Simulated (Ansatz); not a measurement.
# CH4BCl2N: basis-set convergence

The task here is to estimate one member of a computed series from the others.

Computed with Ansatz 0.2.0, Gaussian basis. Level: one geometry, several basis sets.

The runs, in order: PBE0-D4/def2-SVP; ωB97M-V/def2-SVP; PBE0-D4/def2-QZVPP; ωB97M-V/def2-QZVPP; the functionals' def2-TZVPP values are taken from earlier runs.

### The relaxed structure

All runs share one geometry, relaxed beforehand with PBE0-D4 in a triple-zeta def2 set.

SMILES `CNB(Cl)Cl`, 9 atoms, charge 0, spin multiplicity 1.

Atoms are counted from 1 here; the program's logs count them from 0.

Bond lengths: C1–N2 1.445 Å, C1–H6 1.093 Å, C1–H7 1.088 Å, C1–H8 1.093 Å, N2–B3 1.383 Å, N2–H9 1.008 Å, B3–Cl4 1.762 Å, B3–Cl5 1.766 Å. Angles: N2–C1–H6 111.1°, N2–C1–H7 109.5°, N2–C1–H8 111.0°, H6–C1–H7 108.4°, H6–C1–H8 108.4°, H7–C1–H8 108.4°, C1–N2–B3 128.3°, C1–N2–H9 114.9°, B3–N2–H9 116.7°, N2–B3–Cl4 121.9°, N2–B3–Cl5 119.3°, Cl4–B3–Cl5 118.8°.

As a file:

```xyz
9
charge 0, multiplicity 1
C    -1.0035   -0.5847    0.3142
N     0.1482    0.2825    0.4058
B     1.1141    0.5301   -0.5528
Cl    1.0715   -0.2381   -2.1384
Cl    2.4317    1.6476   -0.1845
H    -1.9325   -0.0189    0.4259
H    -1.0139   -1.0719   -0.6589
H    -0.9746   -1.3582    1.0863
H     0.2476    0.7653    1.2851
```

The first run:

in.yaml reads:

```yaml
crystal:
  periodic: [false, false, false]
  atoms:
    - {symbol: C, position_ang: [-1.003497, -0.584702, 0.314239]}
    - {symbol: N, position_ang: [0.148161, 0.282485, 0.405806]}
    - {symbol: B, position_ang: [1.114134, 0.530105, -0.552779]}
    - {symbol: Cl, position_ang: [1.071475, -0.238111, -2.138370]}
    - {symbol: Cl, position_ang: [2.431651, 1.647592, -0.184547]}
    - {symbol: H, position_ang: [-1.932462, -0.018859, 0.425939]}
    - {symbol: H, position_ang: [-1.013924, -1.071906, -0.658917]}
    - {symbol: H, position_ang: [-0.974648, -1.358229, 1.086320]}
    - {symbol: H, position_ang: [0.247610, 0.765327, 1.285107]}
basis:
  gaussian: {orbitals: def2-SVP}
hamiltonian: {xc: pbe0, dispersion: d4}
output: {orbitals: {seedname: orbitals}}
```

Started as:

```
> ansatz run in.yaml --threads 4 --pin off --events-out ev --progress --plain --max-ram 10444MiB
```

Steps of the session up to this table: PBE0-D4 in def2-SVP; ωB97M-V in def2-SVP; PBE0-D4 in def2-QZVPP; ωB97M-V in def2-QZVPP.

One table of the session follows, with a row left open; its other results are not shown here.

It belongs to the step «Functionals by basis». 

| functional | basis | HOMO (eV) | LUMO (eV) |
| --- | --- | --- | --- |
| PBE0-D4 | def2-SVP | ? | ? |
| PBE0-D4 | def2-TZVPP | -7.93 | 0.26 |
| PBE0-D4 | def2-QZVPP | -7.96 | 0.16 |
| ωB97M-V | def2-SVP | -10.03 | 2.81 |
| ωB97M-V | def2-TZVPP | -10.20 | 2.11 |
| ωB97M-V | def2-QZVPP | -10.24 | 1.41 |

Estimate the missing values for PBE0-D4, def2-SVP.

As computed: HOMO (eV): -7.79; LUMO (eV): 0.67. In the column «HOMO (eV)» it is the highest.
